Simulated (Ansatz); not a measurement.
Runs of Ansatz 0.2.0 on NbRu3C. It takes space group Pm-3m (No. 221, cubic). The conventional cell has a = 4.065 Å, b = 4.065 Å, c = 4.065 Å, α = 90.00°, β = 90.00°, γ = 90.00°. Ru (site symmetry 4/mmm) has 2 C at 2.03 Å as nearest neighbours. Around Nb (site symmetry m-3m) lie 12 Ru at 2.87 Å. C (site symmetry m-3m) is surrounded by 6 Ru at 2.03 Å. The cell comes from a database or a generator and needn't be the stable form of this composition.

```tsv
level	gap on the mesh (eV)	pressure (GPa)
PBEsol	none	-11.8
revPBE	none	(a)
RPBE	none	(b)
LDA	none	-16.9
BLYP	none	8.2
```

Alike in all rows: task projected density of states; potentials or basis Ansatz PAW; no spin polarisation; cell as given; k mesh 7 × 7 × 7; cutoff (eV) 420; smearing fermi-dirac 0.05 eV.

Problem. Fill in the values left out.

Solution. (a) -0.6; (b) 0.5.

Caveats: the PAW data sets come from PBE, with cores solved anew for the run's functional, which leaves a small shift of forces and pressure; the density of states is complete only up to the lowest level of the last band computed.

A k mesh can miss the band edges, and the runs leave out spin-orbit coupling on Nb, Ru.

A gap of «none» marks a metal or a gap under the smearing width.

Runs at the PBE level aren't shown here.
